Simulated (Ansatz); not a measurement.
# CH9PSi2: the cost of one run

Method: RKS PBE/def2-SVP, in Ansatz 0.2.0.

## (1) The starting structure

Bond lengths: C1–Si2 1.786 Å, Si2–Si3 2.286 Å, Si3–P4 2.204 Å, C1–H5 1.084 Å, C1–H6 1.151 Å, C1–H7 1.091 Å, Si2–H8 1.465 Å, Si2–H9 1.515 Å, Si3–H10 1.525 Å, Si3–H11 1.496 Å, P4–H12 1.364 Å, P4–H13 1.484 Å. Angles (14 of 21 angles, heavy atoms first): C1–Si2–Si3 109.1°, Si2–Si3–P4 114.9°, C1–Si2–H8 111.5°, C1–Si2–H9 107.6°, Si3–Si2–H8 108.6°, Si3–Si2–H9 110.3°, Si2–C1–H5 115.4°, Si2–C1–H6 113.6°, Si2–C1–H7 113.5°, Si2–Si3–H10 110.2°, Si2–Si3–H11 111.0°, P4–Si3–H10 106.6°, P4–Si3–H11 107.5°, Si3–P4–H12 99.8°.

As a file:

```xyz
13

C    -1.7143    0.0332    0.9228
Si   -0.5057   -1.2133    0.5055
Si    1.3889   -0.1924   -0.2643
P     1.1121    1.0396   -2.0706
H    -1.3972    0.7597    1.6624
H    -2.0291    0.6864    0.0287
H    -2.6550   -0.3791    1.2921
H    -1.0047   -2.1183   -0.5328
H    -0.2036   -1.9991    1.7647
H     1.9641    0.7292    0.8065
H     2.4551   -1.1973   -0.5648
H     2.3062    1.6993   -2.0872
H     0.3035    2.1174   -1.4482
```

## (2) Relaxing end A

Contents of input.yaml:

```yaml
crystal:
  periodic: [false, false, false]
  atoms:
    - { symbol: C, position_ang: [-1.7143, 0.0332, 0.9228] }
    - { symbol: Si, position_ang: [-0.5057, -1.2133, 0.5055] }
    - { symbol: Si, position_ang: [1.3889, -0.1924, -0.2643] }
    - { symbol: P, position_ang: [1.1121, 1.0396, -2.0706] }
    - { symbol: H, position_ang: [-1.3972, 0.7597, 1.6624] }
    - { symbol: H, position_ang: [-2.0291, 0.6864, 0.0287] }
    - { symbol: H, position_ang: [-2.655, -0.3791, 1.2921] }
    - { symbol: H, position_ang: [-1.0047, -2.1183, -0.5328] }
    - { symbol: H, position_ang: [-0.2036, -1.9991, 1.7647] }
    - { symbol: H, position_ang: [1.9641, 0.7292, 0.8065] }
    - { symbol: H, position_ang: [2.4551, -1.1973, -0.5648] }
    - { symbol: H, position_ang: [2.3062, 1.6993, -2.0872] }
    - { symbol: H, position_ang: [0.3035, 2.1174, -1.4482] }
basis:
  gaussian: { orbitals: def2-SVP }
hamiltonian:
  xc: pbe
relax:
  f_tol: 0.015
  max_steps: 40
```

The run is started by

```bash
$ ansatz run input.yaml --threads 2 --pin off --max-ram 3072MiB --backend cpu --events-out ev --progress --plain --runs-dir out
```

Q: Estimate wall time and peak memory on 2 threads of Intel Xeon Platinum 8488C (Sapphire Rapids), shared host.

About 13 s, with a peak of 0.17 GiB.
